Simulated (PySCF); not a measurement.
# C2H9PSSi (SMILES CSCP[SiH3]) at 6 levels

Aim: a comparison of 6 runs (HF/STO-3G, CAM-B3LYP/STO-3G, B3LYP/6-31G*, PBE0/6-31+G*, MP2/6-311G**) of C2H9PSSi. Input form: a Python script.

Program for the calculation: PySCF 2.14.0.

## Step 1: The structure to begin with

The species is C2H9PSSi (14 atoms), meant as a singlet with charge 0. SMILES: `CSCP[SiH3]`. Geometry: relaxed at GFN2-xTB. This is one conformer, not always the lowest.

Bond lengths: C1–S2 1.811 Å, S2–C3 1.820 Å, C3–P4 1.865 Å, P4–Si5 2.237 Å, C1–H6 1.085 Å, C1–H7 1.088 Å, C1–H8 1.087 Å, C3–H9 1.091 Å, C3–H10 1.091 Å, P4–H11 1.391 Å, Si5–H12 1.460 Å, Si5–H13 1.462 Å, Si5–H14 1.467 Å. Some angles: C1–S2–C3 99.8°, S2–C3–P4 114.2°, C3–P4–Si5 96.7°, S2–C1–H6 106.8°, S2–C1–H7 109.0°, S2–C1–H8 109.7°, S2–C3–H9 108.6°, S2–C3–H10 104.6°, P4–C3–H9 111.6°, P4–C3–H10 108.2°.

## Step 2: Energy and gradient at HF/STO-3G (run 1)

job.py

```python
# CSCP[SiH3]
import pyscf.grad
from pyscf import gto

mol = gto.M(
    atom='''
C     -1.539700     1.093540     1.883000
S      0.109690     1.751430     1.525310
C      0.496700     0.813790     0.014630
P      0.452050    -1.038000     0.230210
Si     1.258760    -1.557170    -1.790690
H     -1.891050     1.597840     2.776770
H     -1.462140     0.022800     2.062200
H     -2.205060     1.301290     1.048870
H     -0.175220     1.141680    -0.780430
H      1.519390     1.102850    -0.233300
H     -0.885150    -1.197000    -0.117070
H      0.979360    -2.974860    -1.998170
H      2.695900    -1.289190    -1.755600
H      0.646480    -0.768990    -2.865700
''',
    charge=0,
    basis='sto-3g',
    verbose=3,
    max_memory=1860,
    spin=0,
)

mf = mol.RHF()
mf.conv_tol = 1e-10
mf.kernel()
if not mf.converged:
    mf = mf.newton().run(mf.mo_coeff, mf.mo_occ)

e_tot = mf.e_tot
print('Final energy', e_tot)
grad = mf.Gradients().kernel()
mf.analyze()
```

The run is started by

```sh
$ OMP_NUM_THREADS=1 python job.py
```

What it wrote:

```text
converged SCF energy = -1095.76096165208
[... 13 lines left out ...]
MO #4   energy= -11.0357310467164  occ= 2
[... 5 lines left out ...]
MO #10  energy= -6.26023060806813  occ= 2
[... 5 lines left out ...]
MO #16  energy= -3.97660073647387  occ= 2
[... 5 lines left out ...]
MO #22  energy= -0.656430411921663 occ= 2
[... 5 lines left out ...]
MO #28  energy= -0.431417167859195 occ= 2
[... 5 lines left out ...]
MO #34  energy= 0.394152594966704  occ= 0
[... 5 lines left out ...]
MO #40  energy= 0.584570052910825  occ= 0
[... 5 lines left out ...]
MO #46  energy= 0.73907814417598   occ= 0
[... 15 lines left out ...]
Dipole moment(X, Y, Z, Debye): -0.59546, -0.50079, -1.09601
```

Wall time 8.7 s (1 thread of Intel Xeon at 2.50GHz (Skylake/Cascade Lake), shared host); peak memory 0.12 GiB.

## Step 3: Energy and forces at CAM-B3LYP/STO-3G (run 2)

calc.py

```python
from pyscf import gto, dft

mol = gto.Mole()
mol.atom = '''
C     -1.539700     1.093540     1.883000
S      0.109690     1.751430     1.525310
C      0.496700     0.813790     0.014630
P      0.452050    -1.038000     0.230210
Si     1.258760    -1.557170    -1.790690
H     -1.891050     1.597840     2.776770
H     -1.462140     0.022800     2.062200
H     -2.205060     1.301290     1.048870
H     -0.175220     1.141680    -0.780430
H      1.519390     1.102850    -0.233300
H     -0.885150    -1.197000    -0.117070
H      0.979360    -2.974860    -1.998170
H      2.695900    -1.289190    -1.755600
H      0.646480    -0.768990    -2.865700
'''
mol.max_memory = 1860
mol.spin = 0
mol.verbose = 3
mol.basis = 'sto-3g'
mol.build()

mf = dft.RKS(mol, xc='cam-b3lyp')
mf.grids.level = 5
mf.conv_tol = 1e-10
mf.kernel()
if not mf.converged:
    mf = mf.newton().run(mf.mo_coeff, mf.mo_occ)

etot = mf.e_tot
print('E(%s) = %.9f' % ('CAM-B3LYP', etot))
grad = mf.nuc_grad_method().kernel()
mf.analyze()
```

The run is started by

```sh
$ OMP_NUM_THREADS=1 python calc.py
```

What it wrote:

```text
converged SCF energy = -1097.99077249784
[... 13 lines left out ...]
MO #4   energy= -10.0710081661505  occ= 2
[... 5 lines left out ...]
MO #10  energy= -5.58964174363137  occ= 2
[... 5 lines left out ...]
MO #16  energy= -3.45333727729978  occ= 2
[... 5 lines left out ...]
MO #22  energy= -0.548964785793052 occ= 2
[... 5 lines left out ...]
MO #28  energy= -0.363120043869925 occ= 2
[... 5 lines left out ...]
MO #34  energy= 0.269046491120787  occ= 0
[... 5 lines left out ...]
MO #40  energy= 0.432886845361532  occ= 0
[... 5 lines left out ...]
MO #46  energy= 0.554729018983904  occ= 0
[... 15 lines left out ...]
Dipole moment(X, Y, Z, Debye): -0.65779, -0.39803, -1.08017
```

It took 64 s on 1 thread of Intel Xeon at 2.50GHz (Skylake/Cascade Lake), shared host; peak memory 0.5 GiB.

## Step 4: Energy and gradient at B3LYP/6-31G(d) (spherical functions) (run 3)

job.py

```python
from pyscf import gto, dft

molecule = gto.M(
    atom='''
C     -2.909611     2.066491     3.558354
S      0.207284     3.309723     2.882418
C      0.938627     1.537840     0.027647
P      0.854251    -1.961536     0.435034
Si     2.378712    -2.942625    -3.383914
H     -3.573567     3.019480     5.247335
H     -2.763044     0.043086     3.896993
H     -4.166959     2.459082     1.982077
H     -0.331118     2.157463    -1.474799
H      2.871231     2.084084    -0.440873
H     -1.672691    -2.262002    -0.221230
H      1.850722    -5.621671    -3.775994
H      5.094513    -2.436216    -3.317603
H      1.221670    -1.453180    -5.415388
''',
    max_memory=1860,
    unit='bohr',
    verbose=4,
    basis='6-31g*',
)

mf = dft.RKS(molecule, xc='b3lyp')
mf.conv_tol = 1e-10
mf.grids.level = 5
mf.kernel()
if not mf.converged:
    mf = mf.newton().run(mf.mo_coeff, mf.mo_occ)

e_tot = mf.e_tot
print(f'total energy: {e_tot:.8f} hartree')
grad = mf.nuc_grad_method().kernel()
dip = mf.dip_moment()
pop, q = mf.mulliken_pop()
```

The run is started by

```sh
$ OMP_NUM_THREADS=1 python job.py
```

What it wrote:

```text
PySCF version 2.14.0

[... 82 lines left out ...]
converged SCF energy = -1110.64271541521
total energy: -1110.64271542 hartree
[... 12 lines left out ...]
Dipole moment(X, Y, Z, Debye): -1.26140, -0.33455, -1.41719
[... 115 lines left out ...]
charge of   13H =     -0.05418
```

Wall time 2.1 min (1 thread of Intel Xeon at 2.50GHz (Skylake/Cascade Lake), shared host); peak memory 1 GiB.

Runs 4 to 5 aren't shown in full; the table further down has their settings and results.

## Step 5: Energy and forces at MP2/6-311G(d,p) (run 6)

input.py

```python
# CSCP[SiH3]
from pyscf import gto, scf, mp

system = gto.M(
    atom='''
C     -2.909611     2.066491     3.558354
S      0.207284     3.309723     2.882418
C      0.938627     1.537840     0.027647
P      0.854251    -1.961536     0.435034
Si     2.378712    -2.942625    -3.383914
H     -3.573567     3.019480     5.247335
H     -2.763044     0.043086     3.896993
H     -4.166959     2.459082     1.982077
H     -0.331118     2.157463    -1.474799
H      2.871231     2.084084    -0.440873
H     -1.672691    -2.262002    -0.221230
H      1.850722    -5.621671    -3.775994
H      5.094513    -2.436216    -3.317603
H      1.221670    -1.453180    -5.415388
''',
    verbose=4,
    unit='bohr',
    basis='6-311g**',
    max_memory=1860,
    charge=0,
)

myscf = scf.RHF(system)
myscf.conv_tol = 1e-10
myscf.kernel()
if not myscf.converged:
    myscf = myscf.newton().run(myscf.mo_coeff, myscf.mo_occ)

pt = mp.MP2(myscf, frozen=17).run()
e_tot = pt.e_tot
print(f'total energy: {e_tot:.8f} hartree')
grad = pt.nuc_grad_method().kernel()
myscf.analyze()
```

The run is started by

```sh
$ OMP_NUM_THREADS=1 python input.py
```

What it wrote:

```text
PySCF version 2.14.0

[... 96 lines left out ...]
DFT Exchange-Correlation Energy =      -81.718276476732854
[... 22 lines left out ...]
MO #21  energy= -0.780090105360037 occ= 2
[... 20 lines left out ...]
MO #42  energy= 0.200520692077584  occ= 0
[... 20 lines left out ...]
MO #63  energy= 0.594140362178264  occ= 0
[... 20 lines left out ...]
MO #84  energy= 1.08993116418278   occ= 0
[... 20 lines left out ...]
MO #105 energy= 1.80174380400799   occ= 0
[... 20 lines left out ...]
MO #126 energy= 2.39771058200349   occ= 0
[... 20 lines left out ...]
MO #147 energy= 3.56887811810388   occ= 0
[... 20 lines left out ...]
MO #168 energy= 192.237202773038   occ= 0
[... 185 lines left out ...]
Dipole moment(X, Y, Z, Debye): -1.26402, -0.53913, -1.61295
```

Wall time 4.2 min (1 thread of Intel Xeon at 2.50GHz (Skylake/Cascade Lake), shared host); peak memory 1.9 GiB.

## Step 6: The series

```tsv
run	level	integration grid	Cartesian functions	energy (Eh)	dipole moment (D) of the reference	HOMO energy (eV)	LUMO energy (eV)	wall time
1	HF/STO-3G	–	no	-1095.760962	1.34	-6.38	10.73	8.7 s
2	CAM-B3LYP/STO-3G	5	no	-1097.990772	1.33	-4.39	7.32	64 s
3	B3LYP/6-31G* (spherical functions)	5	no	-1110.642715	1.93	-5.98	0.15	2.1 min
4	B3LYP/6-31G* (Cartesian functions)	5	yes	-1110.651123	1.93	-5.97	0.15	2 min
5	PBE0/6-31+G* (spherical functions)	5	no	-1110.100521	2.01	-6.36	-0.19	2.9 min
6	MP2/6-311G**	–	no	-1108.865587	2.12	-9.15	3.03	4.2 min
```

## Step 7: Outcome

```
                                           quantity           value
                                run 6: total energy  -1108.86559 Eh
        run 6: dipole moment (Hartree–Fock density)          2.12 D
         run 6: HOMO energy (Hartree–Fock orbitals)        -9.15 eV
         run 6: LUMO energy (Hartree–Fock orbitals)         3.03 eV
       run 6: HOMO–LUMO gap (Hartree–Fock orbitals)        12.18 eV
run 6: correlation energy (17 core orbitals frozen)      -668.6 mEh
                    run 6: largest force on an atom      0.743 eV/Å
```

Over runs 1, 2, 3, 4, 5 the dipole moment (its size) runs from 1.33 D (CAM-B3LYP/STO-3G) to 2.01 D (PBE0/6-31+G*). The two ends differ in method and basis. Over runs 1, 2, 3, 4, 5 the HOMO–LUMO gap runs from 6.12 eV (B3LYP/6-31G*) to 17.11 eV (HF/STO-3G). Totals of different functionals can't be ranked against each other. In runs 1, 2 the basis is minimal, so the values are rough. All runs together took 12 min, the longest 4.2 min.
